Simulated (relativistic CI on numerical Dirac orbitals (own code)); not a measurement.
**Zr⁴⁺: M2,3 absorption multiplets**

Aim: the M2,3 absorption spectrum of Zr⁴⁺ in 5 surroundings, from the same atomic integrals.

Method: Dirac-Coulomb-Breit CI, KLI orbitals optimised for each configuration, model QED (radiative potential, 1s self-energy scaled to tabulated hydrogen-like ionisation energies), multiplet model of core-to-valence dipole absorption. Code: relativistic CI on numerical Dirac orbitals (own code) version 1.

### 1 What is computed

- ion: Zr⁴⁺ (Zr V)
- nuclear charge: 40
- electrons: 36
- configurations: [Ar] 3d10 4s2 4p6 → [Ne] 3s2 3p5 3d10 4s2 4p6 4d
- magnetising field for the dichroism, Lz and Sz: exchange field 10 meV on Sz; these come from the lowest magnetised state alone (0 K)
- temperature of the isotropic spectrum: 300 K
- widths: Lorentz 2 eV, Gauss 0.4 eV
- surrounding 1: free ion
- surrounding 2: D4h, 10Dq = 45450, Ds = -1500, Dt = -130 cm⁻¹
- surrounding 3: D4h, 10Dq = 45450, Ds = -860, Dt = -130 cm⁻¹
- surrounding 4: D4h, 10Dq = 45450, Ds = -210, Dt = -130 cm⁻¹
- surrounding 5: D4h, 10Dq = 45450, Ds = 430, Dt = -130 cm⁻¹

### 2 Surrounding 1: free ion

The run's settings:

```ini
atom Zr  Z=40  charge=4  electrons=36
nucleus A=90  rms_radius_fm=4.2694
hamiltonian dirac-coulomb  breit=on  qed=on  c_scale=1
orbitals kli  potential=per-configuration
slater_scale 1
correlation none
mixing on
configurations
  [Ar] 3d10 4s2 4p6
  [Ne] 3s2 3p5 3d10 4s2 4p6 4d
end
absorption M2,3 T=300 lorentz=2 gauss=0.4
crystal_field free
```

The program writes no log. Results of the run, from its result record (rounded, main fields), cut to the lines that bear on the results:

```text
{
  "status": "converged",
  "curve, one point in 3 above 2 % of the maximum [energy, isotropic, mcd, ld] [eV; bohr^2/eV]": [
    [332.75, 4.895e-05, -3.04e-20, 8.229e-17],
    [333.5, 6.032e-05, -7.777e-20, 1.149e-16],
    [334.25, 7.626e-05, -1.204e-19, 1.671e-16],
    [335, 9.958e-05, -2.611e-19, 2.557e-16],
    [335.75, 0.0001356, -6.984e-19, 4.187e-16],
    [336.5, 0.0001956, -1.838e-18, 7.488e-16],
    [337.25, 0.0003052, -5.506e-18, 1.503e-15],
    [338, 0.0005298, -1.308e-17, 3.384e-15],
    [338.75, 0.001006, 1.787e-17, 6.58e-15],
    [339.5, 0.00186, 1.003e-16, 3.9e-15],
    [340.25, 0.002282, -1.299e-17, -6.038e-15],
    [341, 0.001324, -5.876e-17, -5.803e-15],
    [341.75, 0.0006538, -2.548e-17, -2.554e-15],
    [342.5, 0.0003651, -1.141e-17, -1.169e-15],
    [343.25, 0.0002308, -5.924e-18, -6.083e-16],
    [344, 0.0001603, -3.773e-18, -3.525e-16],
    [344.75, 0.00012, -2.853e-18, -2.221e-16],
    [345.5, 9.565e-05, -2.533e-18, -1.498e-16],
    [346.25, 8.082e-05, -2.628e-18, -1.071e-16],
    [347, 7.238e-05, -3.121e-18, -8.125e-17],
    [347.75, 6.897e-05, -3.987e-18, -6.581e-17],
    [348.5, 7.041e-05, -5.633e-18, -5.811e-17],
    [349.25, 7.771e-05, -8.546e-18, -5.77e-17],
    [350, 9.39e-05, -1.412e-17, -6.73e-17],
    [350.75, 0.0001262, -2.579e-17, -9.574e-17],
    [351.5, 0.0001933, -5.311e-17, -1.698e-16],
    [352.25, 0.0003459, -1.239e-16, -3.664e-16],
    [353, 0.0006933, -2.442e-16, -7.12e-16],
    "... 7 more rows left out ..."
  ],
  "sticks, the strongest [energy, strength] [eV, bohr^2]": [
    [338.97, 0.0005162],
    [340.09, 0.007311],
    [353.71, 0.003185]
  ],
  "total [bohr^2]": 0.011012,
  "centroid [eV]": 343.975,
  "radial 3p5 4d [Ha, bohr]": {"<r^-3>(3p)": 335.06, "<r^1>(3p)": 0.4566, "<r^2>(3p)": 0.24262, "<r^4>(3p)": 0.096037, "zeta(3p)": 0.33925, "<r^-3>(4d)": 4.5355, "<r^1>(4d)": 1.6205, "<r^2>(4d)": 3.0353, "<r^4>(4d)": 15.036, "F2(3p,4d)": 0.13619, "G1(3p,4d)": 0.031457, "G3(3p,4d)": 0.030479, "zeta(4d)": 0.0029909},
  "ground_degeneracy": 1,
  "ground_Lz": 0.0,
  "ground_Sz": 0.0,
  "ground_S": 0.0,
  "core_spin_orbit_splitting [eV]": 13.9541,
  "branching_ratio": 0.710765,
  "edge_boundary [eV]": 346.898,
  "mcd_integrals": [-3.93827e-16, 3.41316e-16]
}
```

It took 0.19 s on 1 thread, shared host.

### 3 Surrounding 2: D4h, 10Dq = 45450, Ds = -1500, Dt = -130

The settings differ from step 2 so:

```diff
@@ -12,2 +12,2 @@
 absorption M2,3 T=300 lorentz=2 gauss=0.4
-crystal_field free
+crystal_field D4h 10Dq=45450 Ds=-1500 Dt=-130
```

Result record:

```text
{
  "status": "converged",
  "curve, one point in 6 above 2 % of the maximum [energy, isotropic, mcd, ld] [eV; bohr^2/eV]": [
    [329, 2.62e-05, -5.008e-19, -1.552e-06],
    [330.5, 3.668e-05, -8.503e-19, -2.565e-06],
    [332, 5.579e-05, -1.658e-18, -4.823e-06],
    [333.5, 9.724e-05, -4.086e-18, -1.12e-05],
    [335, 0.0002184, -1.488e-17, -3.771e-05],
    [336.5, 0.0007355, -5.255e-17, -0.0001611],
    [338, 0.001176, 3.21e-17, 0.0001336],
    [339.5, 0.0004043, -3.832e-18, 3.682e-05],
    [341, 0.0003198, -2.146e-17, -7.625e-05],
    [342.5, 0.0007721, -1.126e-17, -0.0003475],
    [344, 0.0007495, 4.445e-17, 0.0003562],
    [345.5, 0.0002343, 1.39e-17, 8.149e-05],
    [347, 0.0001239, 6.384e-18, 1.867e-05],
    [348.5, 0.0001218, 9.749e-18, -2.367e-06],
    [350, 0.0002564, 3.787e-17, -4.917e-05],
    [351.5, 0.0005926, 1.227e-17, 4.072e-05],
    [353, 0.0002136, -1.138e-17, 2.848e-05],
    [354.5, 0.0001278, -1.594e-17, -1.512e-05],
    [356, 0.0002446, -7.112e-17, -0.0001131],
    [357.5, 0.0003532, 3.232e-17, 0.000112],
    [359, 0.0001147, 1.664e-17, 4.922e-05],
    [360.5, 4.756e-05, 3.355e-18, 1.197e-05],
    [362, 2.754e-05, 1.019e-18, 4.515e-06]
  ],
  "sticks, the strongest [energy, strength] [eV, bohr^2]": [
    [337.42, 0.0006333],
    [337.45, 0.0008908],
    [337.92, 0.001022],
    [338, 0.0008228],
    [342.94, 0.001357],
    [343.66, 0.001107],
    [351.5, 0.0007157],
    [351.54, 0.0006291]
  ],
  "total [bohr^2]": 0.011012,
  "centroid [eV]": 343.975,
  "ground_degeneracy": 1,
  "ground_Lz": 0.0,
  "ground_Sz": 0.0,
  "ground_S": 0.0,
  "core_spin_orbit_splitting [eV]": 13.9541,
  "branching_ratio": 0.710857,
  "edge_boundary [eV]": 347.376,
  "mcd_integrals": [-6.8785e-16, 5.61203e-16]
}
```

Run time: 0.2 s. Hardware: 1 thread, shared host.

### 4 Surrounding 3: D4h, 10Dq = 45450, Ds = -860, Dt = -130

The settings differ from step 3 so:

```diff
@@ -12,2 +12,2 @@
 absorption M2,3 T=300 lorentz=2 gauss=0.4
-crystal_field D4h 10Dq=45450 Ds=-1500 Dt=-130
+crystal_field D4h 10Dq=45450 Ds=-860 Dt=-130
```

Result record:

```text
{
  "status": "converged",
  "curve, one point in 6 above 2 % of the maximum [energy, isotropic, mcd, ld] [eV; bohr^2/eV]": [
    [329, 2.616e-05, -2.077e-19, -8.154e-07],
    [330.5, 3.66e-05, -3.576e-19, -1.33e-06],
    [332, 5.561e-05, -6.724e-19, -2.455e-06],
    [333.5, 9.665e-05, -1.385e-18, -5.564e-06],
    [335, 0.0002155, -3.133e-18, -1.815e-05],
    [336.5, 0.0007288, -2.24e-17, -7.991e-05],
    [338, 0.001187, 1.181e-17, 6.706e-05],
    [339.5, 0.0003977, 1.094e-17, 1.698e-05],
    [341, 0.0003109, 1.474e-19, -4.712e-05],
    [342.5, 0.0007692, -4.365e-18, -0.0002271],
    [344, 0.0007445, 4.054e-17, 0.0002278],
    [345.5, 0.0002265, 8.338e-18, 4.913e-05],
    [347, 0.0001223, 4.686e-18, 1.167e-05],
    [348.5, 0.0001206, 7.147e-18, -1.189e-07],
    [350, 0.0002517, 3.017e-17, -2.302e-05],
    [351.5, 0.0006072, -3.429e-17, 1.826e-05],
    [353, 0.0002101, -1.737e-17, 1.428e-05],
    [354.5, 0.0001253, 1.331e-18, -9.733e-06],
    [356, 0.0002357, 2.89e-17, -7.024e-05],
    [357.5, 0.0003666, -5.058e-17, 7.827e-05],
    [359, 0.0001103, -1.757e-17, 2.938e-05],
    [360.5, 4.68e-05, -4.665e-18, 7.206e-06],
    [362, 2.733e-05, -1.872e-18, 2.724e-06]
  ],
  "sticks, the strongest [energy, strength] [eV, bohr^2]": [
    [337.37, 0.0006187],
    [337.38, 0.001002],
    [337.86, 0.001258],
    [337.92, 0.0008062],
    [343.08, 0.001034],
    [343.52, 0.001092],
    [351.42, 0.0008343],
    [351.46, 0.0006289]
  ],
  "total [bohr^2]": 0.011012,
  "centroid [eV]": 343.975,
  "ground_degeneracy": 1,
  "ground_Lz": 0.0,
  "ground_Sz": 0.0,
  "ground_S": 0.0,
  "core_spin_orbit_splitting [eV]": 13.9541,
  "branching_ratio": 0.710827,
  "edge_boundary [eV]": 347.368,
  "mcd_integrals": [1.7033e-15, -1.84442e-15]
}
```

Run time: 0.2 s. Hardware: 1 thread, shared host.

### 5 Surrounding 4: D4h, 10Dq = 45450, Ds = -210, Dt = -130

The settings differ from step 4 so:

```diff
@@ -12,2 +12,2 @@
 absorption M2,3 T=300 lorentz=2 gauss=0.4
-crystal_field D4h 10Dq=45450 Ds=-860 Dt=-130
+crystal_field D4h 10Dq=45450 Ds=-210 Dt=-130
```

Result record:

```text
{
  "status": "converged",
  "curve, one point in 6 above 2 % of the maximum [energy, isotropic, mcd, ld] [eV; bohr^2/eV]": [
    [329, 2.614e-05, -5.689e-19, -8.508e-08],
    [330.5, 3.657e-05, -8.648e-19, -1.123e-07],
    [332, 5.554e-05, -1.404e-18, -1.484e-07],
    [333.5, 9.645e-05, -2.705e-18, -1.841e-07],
    [335, 0.0002146, -7.324e-18, -1.203e-07],
    [336.5, 0.0007262, -8.734e-18, 7.805e-07],
    [338, 0.001192, -6.647e-17, -1.312e-06],
    [339.5, 0.0003952, -1.296e-17, -5.218e-06],
    [341, 0.0003064, -1.208e-17, -1.969e-05],
    [342.5, 0.0007657, -5.463e-17, -8.666e-05],
    [344, 0.0007397, 7.195e-17, 8.372e-05],
    [345.5, 0.0002226, 1.593e-17, 1.767e-05],
    [347, 0.0001215, 4.468e-18, 4.654e-06],
    [348.5, 0.0001201, 1.683e-18, 1.734e-06],
    [350, 0.0002501, -3.647e-18, 9.207e-07],
    [351.5, 0.0006126, 3.439e-17, -2.62e-08],
    [353, 0.0002088, 1.827e-17, -1.337e-06],
    [354.5, 0.000124, 6.463e-18, -4.942e-06],
    [356, 0.0002306, 1.139e-17, -2.615e-05],
    [357.5, 0.0003733, -1.634e-17, 3.05e-05],
    [359, 0.000108, -4.047e-18, 1.039e-05],
    [360.5, 4.641e-05, -8.629e-19, 2.519e-06],
    [362, 2.723e-05, -2.288e-19, 9.33e-07]
  ],
  "sticks, the strongest [energy, strength] [eV, bohr^2]": [
    [336.85, 0.0003916],
    [337.35, 0.001721],
    [337.85, 0.002335],
    [343.25, 0.001693],
    [343.38, 0.001051],
    [351.38, 0.001885],
    [357.09, 0.0006256],
    [357.18, 0.0004329]
  ],
  "total [bohr^2]": 0.011012,
  "centroid [eV]": 343.975,
  "ground_degeneracy": 1,
  "ground_Lz": 0.0,
  "ground_Sz": 0.0,
  "ground_S": 0.0,
  "core_spin_orbit_splitting [eV]": 13.9541,
  "branching_ratio": 0.710814,
  "edge_boundary [eV]": 347.433,
  "mcd_integrals": [-2.1923e-15, 2.11025e-15]
}
```

It took 0.2 s on 1 thread, shared host.

### 6 Surrounding 5: D4h, 10Dq = 45450, Ds = 430, Dt = -130

The settings differ from step 5 so:

```diff
@@ -12,2 +12,2 @@
 absorption M2,3 T=300 lorentz=2 gauss=0.4
-crystal_field D4h 10Dq=45450 Ds=-210 Dt=-130
+crystal_field D4h 10Dq=45450 Ds=430 Dt=-130
```

Result record:

```text
{
  "status": "converged",
  "curve, one point in 6 above 2 % of the maximum [energy, isotropic, mcd, ld] [eV; bohr^2/eV]": [
    [329, 2.615e-05, 2.286e-19, 6.18e-07],
    [330.5, 3.66e-05, 3.724e-19, 1.053e-06],
    [332, 5.56e-05, 6.062e-19, 2.038e-06],
    [333.5, 9.663e-05, 1.108e-18, 4.836e-06],
    [335, 0.0002155, 1.105e-18, 1.625e-05],
    [336.5, 0.0007292, 1.756e-17, 7.574e-05],
    [338, 0.001186, 1.33e-17, -6.224e-05],
    [339.5, 0.000397, -3.353e-17, -2.969e-05],
    [341, 0.0003064, -8.933e-18, 6.28e-06],
    [342.5, 0.0007654, -1.955e-19, 5.9e-05],
    [344, 0.0007394, -6.422e-18, -6.163e-05],
    [345.5, 0.0002223, -2.826e-18, -1.296e-05],
    [347, 0.0001215, -1.385e-18, -2.299e-06],
    [348.5, 0.0001203, -1.855e-18, 3.205e-06],
    [350, 0.0002516, -4.653e-18, 2.227e-05],
    [351.5, 0.0006066, -2.366e-17, -9.878e-06],
    [353, 0.0002099, -6.119e-20, -1.831e-05],
    [354.5, 0.0001241, -3.919e-18, -6.823e-07],
    [356, 0.0002302, -1.86e-17, 1.725e-05],
    [357.5, 0.0003738, 2.937e-17, -2.313e-05],
    [359, 0.0001078, 1.004e-17, -7.826e-06],
    [360.5, 4.639e-05, 2.45e-18, -2.037e-06],
    [362, 2.722e-05, 8.799e-19, -8.21e-07]
  ],
  "sticks, the strongest [energy, strength] [eV, bohr^2]": [
    [337.4, 0.001076],
    [337.78, 0.0007231],
    [337.92, 0.001451],
    [343.26, 0.0009278],
    [343.31, 0.001784],
    [351.3, 0.0006284],
    [351.5, 0.0008886],
    [357.13, 0.000823]
  ],
  "total [bohr^2]": 0.011012,
  "centroid [eV]": 343.975,
  "ground_degeneracy": 1,
  "ground_Lz": 0.0,
  "ground_Sz": 0.0,
  "ground_S": 0.0,
  "core_spin_orbit_splitting [eV]": 13.9541,
  "branching_ratio": 0.710817,
  "edge_boundary [eV]": 347.26,
  "mcd_integrals": [4.39773e-16, -7.35143e-16]
}
```

It took 0.2 s on 1 thread, shared host.

### 7 Comparison

| surrounding | ground S | Lz (0 K) | Sz (0 K) | centroid (eV) | share of the lower edge | up to four highest peaks (% of the highest), eV |
| --- | --- | --- | --- | --- | --- | --- |
| 1: free | 0.00 | 0.00 | 0.00 | 343.97 | 0.711 | 340.0 (100), 353.8 (43) |
| 2: D4h | 0.00 | 0.00 | 0.00 | 343.97 | 0.711 | 337.8 (100), 343.2 (75), 351.5 (47), 357.0 (30) |
| 3: D4h | 0.00 | 0.00 | 0.00 | 343.97 | 0.711 | 337.5 (100), 343.2 (79), 351.5 (47), 357.0 (32) |
| 4: D4h | 0.00 | 0.00 | 0.00 | 343.97 | 0.711 | 337.5 (100), 343.2 (82), 351.5 (47), 357.0 (33) |
| 5: D4h | 0.00 | 0.00 | 0.00 | 343.97 | 0.711 | 337.5 (100), 343.2 (83), 351.5 (47), 357.0 (33) |

### 8 Outcome

| quantity | value |
| --- | --- |
| highest peak, first run | 340.0 eV |
| ground spin (effective S from ⟨S²⟩) | 0.00 |
| share of the lower edge | 0.711 |
| core spin-orbit splitting (without Breit) | 13.95 eV |

The lower edge takes 0.71 of the intensity in surrounding 1, above the statistical 0.67. The position of the maximum differs by up to 2.5 eV between the surroundings, by shifts of peaks or by peaks exchanging rank. Edge positions are free-ion values and differ from those in solids by a few eV or more.
